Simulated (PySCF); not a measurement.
# The bond of LaSe, level by level

One table from this session's results is given with a row withheld; the runs are named, their logs left out.

Computed with PySCF 2.14.0. Level: La def2-TZVPP with ECP46, Se def2-TZVPP, scalar-relativistic core potentials.

The first run:

The job is set up so:

```yaml
atoms: La, Se
charge: 0
basis: La def2-TZVPP with ECP46, Se def2-TZVPP
Hamiltonian: scalar-relativistic core potentials
basis_functions: 104
electrons_treated: 45
masses_in_u: 138.9063, 79.9165
levels: PBE0, PBE, r²SCAN, BP86, r²SCANh, B3LYP, LDA, LC-ωPBE, HF, MP2, SCS-MP2, CCSD, CCSD(T)
grid: 80 radial by 434 angular points
occupations: held fixed by the projection of orbital angular momentum
dissociation_limit: La + Se, each in its ground configuration
starting_distance_in_angstrom: 2.493
values_of_2S_to_try: 1, 3
```

The run is started by

```bash
$ OMP_NUM_THREADS=2 python dia.py task.json out
```

Steps of the session up to this table: Set-up; The PBE0 curve of the state that the search chose; Higher solutions at PBE0; PBE (GGA); r²SCAN; BP86 (GGA); r²SCANh (hybrid meta-GGA); B3LYP (global hybrid GGA); LDA; LC-ωPBE (range-separated hybrid); UHF (mean field); Correlated methods on the Hartree–Fock reference.

One of the session's tables, all rows but one given; the rest of the session is left out.

It belongs to the step «The curves together». Energy (eV) from each level's lowest point:

| R (Å) | UHF | UHF-MP2 | UHF-SCS-MP2 | UHF-CCSD | UHF-CCSD(T) |
| --- | --- | --- | --- | --- | --- |
| 2.181 | 1.981 | 1.699 | 1.764 | n/a | n/a |
| 2.282 | 0.931 | 0.750 | 0.794 | 0.807 | 0.851 |
| 2.384 | 0.326 | 0.230 | 0.254 | 0.261 | 0.290 |
| 2.460 | ? | ? | ? | ? | ? |
| 2.536 | 0.000 | 0.000 | 0.000 | 0.000 | 0.000 |
| 2.612 | 0.023 | 0.055 | 0.045 | 0.044 | 0.025 |
| 2.713 | 0.187 | 0.245 | 0.227 | 0.224 | 0.178 |
| 2.840 | 0.541 | 0.614 | 0.594 | 0.585 | 0.498 |
| 2.993 | 1.095 | 1.199 | 1.225 | 1.140 | 1.006 |
| 3.195 | 1.905 | 2.068 | 2.197 | n/a | n/a |

Estimate the missing values for R (Å) = 2.460.

Worked estimate for «UHF». A straight line through the neighbours (2.384, 0.326) and (2.536, 0.000) gives 0.326 + (0.000 − 0.326) × (2.460 − 2.384) / (2.536 − 2.384) = 0.163; a parabola fitted to 4 rows on both sides gives 0.085.

The run gave: UHF: 0.090; UHF-MP2: 0.048; UHF-SCS-MP2: 0.059; UHF-CCSD: 0.062; UHF-CCSD(T): 0.078. In «UHF» the line misses by +0.073 and the parabola by -0.005.
